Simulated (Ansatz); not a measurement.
**C₂H₈Cl₂N₂Si: ionisation energy by level of theory**

One table from this session's results is given with a row withheld; the runs are named, their logs left out.

Program: Ansatz 0.2.0, Gaussian basis. Level of theory: unrestricted cation, the program's frozen cores in correlated methods. These are calculated values, not measurements.

The runs, in order: UKS PBE-D4/def2-TZVPP; UKS r2SCAN-D4/def2-TZVPP; UKS PBE0-D4/def2-TZVPP; UKS B3LYP-D4/def2-TZVPP; UKS wB97X-V/def2-TZVPP; UKS wB97M-V/def2-TZVPP; UKS B2PLYP/def2-TZVPP; UHF-CCSD(T)/def2-TZVPP; UHF-MP2/def2-QZVPP; extrapolation to the limit; then −ε(HOMO) from the neutral's earlier runs with LDA (SPW92), PBE-D4, revPBE-D4, BLYP-D4, r2SCAN-D4, B97M-V, PBE0-D4, B3LYP-D4, r2SCANh-D4, r2SCAN0-D4, HSE06-D4, BHLYP-D4, CAM-B3LYP-D4, LC-ωPBE, ωB97X-V, ωB97M-V.

### The relaxed structure

All runs share one geometry, relaxed beforehand with PBE0-D4 in a triple-zeta def2 set.

SMILES `CN[Si](Cl)(Cl)NC`, 15 atoms, charge 0, spin multiplicity 1.

Atoms are counted from 1 here; the program's logs count them from 0.

Bond lengths: C1–N2 1.449 Å, C1–H8 1.096 Å, C1–H9 1.090 Å, C1–H10 1.093 Å, N2–Si3 1.690 Å, N2–H11 1.009 Å, Si3–Cl4 2.060 Å, Si3–Cl5 2.060 Å, Si3–N6 1.690 Å, N6–C7 1.449 Å, N6–H12 1.009 Å, C7–H13 1.096 Å, C7–H14 1.093 Å, C7–H15 1.090 Å. Angles: N2–C1–H8 112.8°, N2–C1–H9 109.5°, N2–C1–H10 110.5°, H8–C1–H9 107.9°, H8–C1–H10 108.4°, H9–C1–H10 107.5°, C1–N2–Si3 127.4°, C1–N2–H11 113.5°, Si3–N2–H11 114.5°, N2–Si3–Cl4 115.9°, N2–Si3–Cl5 106.7°, N2–Si3–N6 107.4°, Cl4–Si3–Cl5 104.5°, Cl4–Si3–N6 106.7°, Cl5–Si3–N6 115.9°, Si3–N6–C7 127.4°, Si3–N6–H12 114.5°, C7–N6–H12 113.5° and more.

The first run:

Input file in.yaml:

```yaml
crystal:
  periodic: [false, false, false]
  atoms:
    - {symbol: C, position_ang: [-0.628379, 1.609725, -2.130115]}
    - {symbol: N, position_ang: [0.136897, 0.867624, -1.148463]}
    - {symbol: Si, position_ang: [-0.448442, -0.237029, -0.011338]}
    - {symbol: Cl, position_ang: [-0.864300, -2.125055, -0.722275]}
    - {symbol: Cl, position_ang: [-2.267442, 0.483173, 0.633288]}
    - {symbol: N, position_ang: [0.738404, -0.415620, 1.178385]}
    - {symbol: C, position_ang: [0.865160, -1.491205, 2.141220]}
    - {symbol: H, position_ang: [-0.732372, 1.074833, -3.080670]}
    - {symbol: H, position_ang: [-1.628879, 1.802177, -1.742421]}
    - {symbol: H, position_ang: [-0.160462, 2.577469, -2.328429]}
    - {symbol: H, position_ang: [1.100257, 0.724634, -1.413400]}
    - {symbol: H, position_ang: [1.157889, 0.449926, 1.484265]}
    - {symbol: H, position_ang: [0.322755, -1.293922, 3.072540]}
    - {symbol: H, position_ang: [1.916479, -1.665119, 2.384702]}
    - {symbol: H, position_ang: [0.470835, -2.412512, 1.712211]}
basis:
  gaussian: {orbitals: def2-TZVPP}
total_charge: 1
magnetization: {spin_polarized: true, initial_magnetization: 1}
hamiltonian: {xc: pbe, dispersion: d4}
```

On the command line:

```sh
ansatz run in.yaml --threads 2 --pin off --events-out ev --progress --plain --max-ram 32768MiB --backend cuda --devices 0, --max-vram 18GiB
```

Among the steps run: Cation, UKS PBE-D4/def2-TZVPP; Cation, UKS r2SCAN-D4/def2-TZVPP; Cation, UKS PBE0-D4/def2-TZVPP; Cation, UKS B3LYP-D4/def2-TZVPP; Cation, UKS wB97X-V/def2-TZVPP; Cation, UKS wB97M-V/def2-TZVPP; Cation, UKS B2PLYP (frozen core)/def2-TZVPP; Cation, UHF-CCSD(T)/def2-TZVPP; Cation, UHF-MP2/def2-QZVPP.

One table of the session follows, with a row left open; its other results are not shown here.

Orbital estimates, from the neutral's runs:

| functional | −ε(HOMO) (eV) |
| --- | --- |
| LDA (SPW92) | 6.01 |
| PBE-D4 | 5.86 |
| revPBE-D4 | 5.81 |
| BLYP-D4 | 5.74 |
| r2SCAN-D4 | 6.15 |
| B97M-V | 6.27 |
| PBE0-D4 | 7.27 |
| B3LYP-D4 | 7.03 |
| r2SCANh-D4 | 6.68 |
| r2SCAN0-D4 | 7.47 |
| HSE06-D4 | 6.87 |
| BHLYP-D4 | ? |
| CAM-B3LYP-D4 | 8.68 |
| LC-ωPBE | 10.08 |
| ωB97X-V | 9.71 |
| ωB97M-V | 9.61 |

Estimate the missing values for BHLYP-D4.

Worked estimate for «−ε(HOMO) (eV)». Against the share of exact exchange, BLYP-D4 (0, 5.74), B3LYP-D4 (0.2, 7.03) give a slope of 6.45 per unit share; at 0.5 the line stands at 8.96.

As computed: −ε(HOMO) (eV): 8.60. In «−ε(HOMO) (eV)» the line misses by +0.36.

To keep in mind: The cation may have settled in a state other than its lowest; no search over hole states beyond the program's own was made.
